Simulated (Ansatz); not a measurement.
# C3H9NS2W: vertical ionisation energy

The task here is to estimate one member of a computed series from the others.

Program: Ansatz 0.2.0, Gaussian basis. Level of theory: unrestricted cation, the program's frozen cores in correlated methods. These are calculated values, not measurements.

The runs, in order: UKS PBE-D4/def2-TZVPP; UKS r2SCAN-D4/def2-TZVPP; UKS PBE0-D4/def2-TZVPP; UKS B3LYP-D4/def2-TZVPP; UKS wB97X-V/def2-TZVPP; UKS wB97M-V/def2-TZVPP; UKS B2PLYP/def2-TZVPP; UHF-MP2/def2-TZVPP; UHF-MP2/def2-QZVPP; then −ε(HOMO) from the neutral's earlier runs with LDA (SPW92), PBE-D4, revPBE-D4, BLYP-D4, r2SCAN-D4, B97M-V, PBE0-D4, B3LYP-D4, r2SCANh-D4, r2SCAN0-D4, HSE06-D4, BHLYP-D4, CAM-B3LYP-D4, LC-ωPBE, ωB97X-V, ωB97M-V.

1 further run of the same task is left out (it didn't finish).

### The relaxed structure

All runs share one geometry, relaxed beforehand with PBE0-D4 in a triple-zeta def2 set. W takes the def2 core potential; no spin-orbit term is included.

SMILES `C[N](C)[W]([CH3])(=[S])=[S]`, 16 atoms, charge 0, spin multiplicity 1.

Atoms are counted from 1 here; the program's logs count them from 0.

Bond lengths: C1–N2 1.453 Å, C1–H8 1.088 Å, C1–H9 1.096 Å, C1–H10 1.096 Å, N2–C3 1.453 Å, N2–W4 1.914 Å, C3–H11 1.088 Å, C3–H12 1.096 Å, C3–H13 1.096 Å, W4–C5 2.111 Å, W4–S6 2.131 Å, W4–S7 2.131 Å, C5–H14 1.093 Å, C5–H15 1.094 Å, C5–H16 1.094 Å. Angles: N2–C1–H8 110.9°, N2–C1–H9 109.8°, N2–C1–H10 110.2°, H8–C1–H9 108.9°, H8–C1–H10 108.8°, H9–C1–H10 108.2°, C1–N2–C3 112.1°, C1–N2–W4 123.9°, C3–N2–W4 123.8°, N2–C3–H11 110.9°, N2–C3–H12 109.8°, N2–C3–H13 110.2°, H11–C3–H12 108.9°, H11–C3–H13 108.8°, H12–C3–H13 108.2°, N2–W4–C5 104.0°, N2–W4–S6 113.1°, N2–W4–S7 113.1° and more.

Set-up of the first run:

in.yaml reads:

```yaml
crystal:
  periodic: [false, false, false]
  atoms:
    - {symbol: C, position_ang: [1.109209, 0.586555, 1.456198]}
    - {symbol: N, position_ang: [0.708344, -0.084671, 0.231122]}
    - {symbol: C, position_ang: [1.303714, -1.404930, 0.110405]}
    - {symbol: W, position_ang: [-0.372919, 0.724883, -1.125413]}
    - {symbol: C, position_ang: [-2.341988, 0.173328, -0.603111]}
    - {symbol: S, position_ang: [-0.332890, 2.855017, -1.066821]}
    - {symbol: S, position_ang: [-0.036917, -0.095535, -3.063652]}
    - {symbol: H, position_ang: [0.659511, 1.575088, 1.521746]}
    - {symbol: H, position_ang: [0.794131, -0.005039, 2.323149]}
    - {symbol: H, position_ang: [2.199680, 0.692274, 1.491193]}
    - {symbol: H, position_ang: [0.996490, -1.885602, -0.816067]}
    - {symbol: H, position_ang: [0.992823, -2.030331, 0.954839]}
    - {symbol: H, position_ang: [2.397239, -1.330449, 0.123029]}
    - {symbol: H, position_ang: [-3.050854, 0.588369, -1.323670]}
    - {symbol: H, position_ang: [-2.438301, -0.916149, -0.604169]}
    - {symbol: H, position_ang: [-2.587263, 0.557191, 0.391223]}
basis:
  gaussian: {orbitals: def2-TZVPP}
total_charge: 1
magnetization: {spin_polarized: true, initial_magnetization: 1}
hamiltonian: {xc: pbe, dispersion: d4}
```

Started as:

```bash
> ansatz run in.yaml --threads 2 --pin off --events-out ev --progress --plain --max-ram 22528MiB --backend cuda --devices 0, --max-vram 18GiB
```

Steps of the session up to this table: Cation, UKS PBE-D4/def2-TZVPP; Cation, UKS r2SCAN-D4/def2-TZVPP; Cation, UKS PBE0-D4/def2-TZVPP; Cation, UKS B3LYP-D4/def2-TZVPP; Cation, UKS wB97X-V/def2-TZVPP; Cation, UKS wB97M-V/def2-TZVPP; Cation, UKS B2PLYP (frozen core)/def2-TZVPP; Cation, UHF-MP2/def2-TZVPP; Cation, UHF-MP2/def2-QZVPP.

One table of the session follows, with a row left open; its other results are not shown here.

It belongs to the step «Ionisation energies side by side». Orbital estimates, from the neutral's runs:

| functional | −ε(HOMO) (eV) |
| --- | --- |
| LDA (SPW92) | 5.96 |
| PBE-D4 | 5.82 |
| revPBE-D4 | 5.76 |
| BLYP-D4 | 5.63 |
| r2SCAN-D4 | 6.08 |
| B97M-V | 6.15 |
| PBE0-D4 | 6.93 |
| B3LYP-D4 | 6.68 |
| r2SCANh-D4 | 6.48 |
| r2SCAN0-D4 | 7.09 |
| HSE06-D4 | 6.54 |
| BHLYP-D4 | 7.86 |
| CAM-B3LYP-D4 | 8.12 |
| LC-ωPBE | 9.44 |
| ωB97X-V | ? |
| ωB97M-V | 8.95 |

Estimate the missing values for ωB97X-V.

**Answer.** −ε(HOMO) (eV): 9.10. In the column «−ε(HOMO) (eV)» it lies between ωB97M-V (8.95) and LC-ωPBE (9.44).
